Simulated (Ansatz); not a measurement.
# CuSi16: the cost of one run

Program: Ansatz 0.2.0. Level of theory: DFT PBE, plane waves, PAW, scalar-relativistic, collinear spin. These are calculated values, not measurements.

## Step 1: The starting structure

The cell holds 17 atoms (CuSi16): a = 7.679 Å, b = 7.679 Å, c = 7.679 Å, α = 60.00°, β = 60.00°, γ = 60.00°.

Its coordinates follow in the input file.

## Step 2: Relaxing end A

The input, input.yaml:

```yaml
crystal:
  lattice:
    - [0.0, 5.43, 5.43]
    - [5.43, 0.0, 5.43]
    - [5.43, 5.43, 0.0]
  atoms:
    - { symbol: Si, position: [0.0, 0.0, 0.0] }
    - { symbol: Si, position: [0.125, 0.125, 0.125] }
    - { symbol: Si, position: [0.0, 0.0, 0.5] }
    - { symbol: Si, position: [0.125, 0.125, 0.625] }
    - { symbol: Si, position: [0.0, 0.5, 0.0] }
    - { symbol: Si, position: [0.125, 0.625, 0.125] }
    - { symbol: Si, position: [0.0, 0.5, 0.5] }
    - { symbol: Si, position: [0.125, 0.625, 0.625] }
    - { symbol: Si, position: [0.5, 0.0, 0.0] }
    - { symbol: Si, position: [0.625, 0.125, 0.125] }
    - { symbol: Si, position: [0.5, 0.0, 0.5] }
    - { symbol: Si, position: [0.625, 0.125, 0.625] }
    - { symbol: Si, position: [0.5, 0.5, 0.0] }
    - { symbol: Si, position: [0.625, 0.625, 0.125] }
    - { symbol: Si, position: [0.5, 0.5, 0.5] }
    - { symbol: Si, position: [0.625, 0.625, 0.625] }
    - { symbol: Cu, position: [0.8053518, 0.8173754, 0.5560801], spin: 1.0 }
magnetization:
  spin_polarized: true
basis:
  ecutwfc: 420.0
kpoints:
  mp_grid: { grid: [2, 2, 2] }
hamiltonian:
  xc: pbe
  pseudopotentials: { kind: paw, azcp: { folder: soft_1 } }
scf:
  occupations: { method: gaussian, width: 0.05 }
  lower_state_search: "off"
relax:
  f_tol: 0.03
  max_steps: 60
  adjacent_minimum: "off"
```

Run with:

```console
$ ansatz run input.yaml --threads 2 --pin off --max-ram 5120MiB --backend cpu --events-out ev --progress --plain --runs-dir out
```

**Question.** How long does this run take on 2 threads of Arm Neoverse V2, shared host, and how much memory does it need?

About 41 s, with a peak of 0.74 GiB.
